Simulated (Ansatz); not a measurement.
Hf2Pd2Se2Br2O3:

```xyz
11
Lattice="7.5867 -1.7097 -1.1758 7.5867 1.7097 -1.1758 -2.0245 0.0000 13.0516" Properties=species:S:1:pos:R:3 pbc="T T T"
Hf   14.2165    0.0000   -1.4206
Hf    8.6262    0.0000    2.2691
Pd    1.6873    0.0000    6.2302
Pd    3.3945    0.0000    8.9390
Se   12.2827    0.0000    8.8683
Se   10.7952    0.0000    5.8168
Br    8.8069    0.0000   -0.7891
Br    3.1532    0.0000    3.1608
O     8.2058    0.0000    4.0943
O     5.7021    0.0000    0.0464
O     0.0207    0.0000    2.8206
```

The cell was built by a generator and needn't be a form met in nature.

Base run:

| Quantity | Value |
| --- | --- |
| Program | Ansatz 0.2.0 |
| Functional | PBEsol |
| Potentials or basis | all-electron LAPW, scalar-relativistic |
| Cutoff | 501 eV |
| Density cutoff | 2005 eV |
| Basis error allowed | 0.002 eV/atom |
| k mesh | 6 × 6 × 2 |
| Occupations | fermi-dirac, width 0.05 eV |
| Spin | no spin polarisation |

Its results: band gap on the k mesh 0.64 eV, indirect (least direct gap 0.65 eV); pressure -2.5 GPa; largest force 0.351 eV/Å.

Q: After a change of settings the same cell gave: band gap on the k mesh 0.62 eV, indirect (least direct gap 0.63 eV); pressure -4.3 GPa; largest force 0.690 eV/Å. Which change was it?
A. functional from PBEsol to PBE; k mesh from 6 × 6 × 2 to 5 × 5 × 2
B. functional from PBEsol to PBE; hubbard terms from none to Hf d U = 3 eV, Pd d U = 3 eV
C. functional from PBEsol to LDA
D. functional from PBEsol to revPBE

A: C.

LDA binds more tightly than PBEsol, so the same cell stands under less pressure.

Caveats: spin-orbit coupling is left out, which moves the levels of the heavy elements.

Not every run made on this cell is shown here.
